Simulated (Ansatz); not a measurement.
# Sc2GeTe4: the cost of one run

Program: Ansatz 0.2.0. Level of theory: DFT PBE, scalar-relativistic, plane waves, PAW, unless a step names another level. These are calculated values, not measurements.

1 further run of the same task is left out (it didn't finish).

## (1) Starting point

Symmetry: C2/m, No. 12, monoclinic system. Conventional cell: a = 15.613 Å, b = 4.166 Å, c = 7.253 Å, α = 90.00°, β = 116.05°, γ = 90.00°. Sc (site symmetry m) has 6 Te at 2.89 to 3.02 Å as nearest neighbours. Around Ge (site symmetry 2/m) lie 6 Te at 3.01 to 3.03 Å. Te (site symmetry m) has 3 Sc at 2.89 to 2.94 Å and 1 Ge at 3.01 Å as nearest neighbours. Around Te (site symmetry m) lie 3 Sc at 2.97 to 3.02 Å and 2 Ge at 3.03 Å.

Coordinates:

```xyz
7
Lattice="7.8064 -2.0832 -0.0059 7.8064 2.0832 -0.0059 -3.1799 0.0000 6.5191" Properties=species:S:1:pos:R:3 pbc="T T T"
Sc    9.2793    0.0000    4.6943
Sc    3.1535    0.0000    1.8129
Ge    0.0000    0.0000    0.0000
Te    0.4583    0.0000    2.9774
Te   11.9746    0.0000    3.5299
Te    6.8237    0.0000    6.3642
Te    5.6091    0.0000    0.1430
```

It came out lowest among 24 distinct ends of the trial cells. At a tolerance of 0.02 Å it has space group C2/m (No. 12).

## (2) Kick test: the unmoved cell on a coarse mesh

input.yaml

```yaml
crystal:
  lattice:
    - [0.0, 4.1664296658, 0.0]
    - [-3.1799487426, 0.0, 6.5191116062]
    - [7.8064092624, -2.0832148329, -0.0059384933]
  atoms:
    - { symbol: Sc, position: [0.7412794146, 0.7214387724, 0.4825588291] }
    - { symbol: Sc, position: [0.2587205854, 0.2785612276, 0.5174411709] }
    - { symbol: Ge, position: [0.0, 0.0, 0.0] }
    - { symbol: Te, position: [0.1224200102, 0.4569375191, 0.2448400204] }
    - { symbol: Te, position: [0.8775799898, 0.5430624809, 0.7551599796] }
    - { symbol: Te, position: [0.6361325464, 0.9774010448, 0.2722650928] }
    - { symbol: Te, position: [0.3638674536, 0.0225989552, 0.7277349072] }
basis:
  ecutwfc: 420
kpoints:
  mp_grid: { grid: [4, 2, 4] }
hamiltonian:
  xc: pbe
scf:
  occupations: { method: gaussian, width: 0.1 }
  lower_state_search: "off"
output:
  forces: true
  stress: true
  eigenvalues: true
```

The run is started by

```console
$ ansatz run input.yaml --threads 1 --pin off --max-ram 2560MiB --backend cpu --events-out ev --progress --plain --runs-dir out
```

Q: Estimate wall time and peak memory on 1 thread of Intel Xeon at 2.50GHz (Skylake/Cascade Lake), shared host.

About 22 s, with a peak of 0.56 GiB.
